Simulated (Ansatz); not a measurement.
# Ta: the cost of one run

Computed with Ansatz 0.2.0 (DFT PBEsol, scalar-relativistic, plane waves, PAW, unless a step's input says otherwise).

### Step 1. The starting structure

The structure is cubic, space group Fm-3m (No. 225). The conventional cell has a = 4.220 Å, b = 4.220 Å, c = 4.220 Å, α = 90.00°, β = 90.00°, γ = 90.00°. Around Ta (site symmetry m-3m) lie 12 Ta at 2.98 Å.

Coordinates:

```
Ta
1.0
     0.00000    2.11000    2.11000
     2.11000    0.00000    2.11000
     2.11000    2.11000    0.00000
Ta
1
Direct
  0.00000 0.00000 0.00000
```

The cell is taken as given, not relaxed at this level.

### Step 2. The reference cell

Reference values: F = -9806.2295 eV; pressure -5.92 GPa; largest force 0.000 eV/Å; gap on the mesh none (metal). It was computed beforehand with the settings of the runs below.

### Step 3. The scan: energy and stress against strain

The cell is strained by ε times the Voigt pattern (0, 1, 0, 0, 0, 0) (xx, yy, zz, yz, xz, xy; engineering shear), with fractional coordinates fixed (clamped ions). The stress on the pattern is the sum of the stress components weighted by it, tension positive.

### Step 4. At ε = -0.1500

The input, input.yaml:

```yaml
crystal:
  lattice:
    - [0.0, 1.7935, 2.11]
    - [2.11, 0.0, 2.11]
    - [2.11, 1.7935, 0.0]
  atoms:
    - { symbol: Ta, position: [0.0, 0.0, 0.0] }
basis:
  ecutwfc: 420
kpoints:
  mp_grid: { grid: [20, 20, 20] }
hamiltonian:
  xc: pbesol
scf:
  occupations: { method: gaussian, width: 0.15 }
output:
  forces: true
  stress: true
  eigenvalues: true
  write_density: true
  write_potential: true
  elf: true
  volumetric_format: npy
```

The run is started by

```sh
$ ansatz run input.yaml --threads 1 --pin off --max-ram 2560MiB --backend cpu --events-out ev --progress --plain --runs-dir out
```

Q: Estimate wall time and peak memory on 1 thread of Intel Xeon Platinum 8488C (Sapphire Rapids), shared host.

About 5.4 s, with a peak of 0.45 GiB.
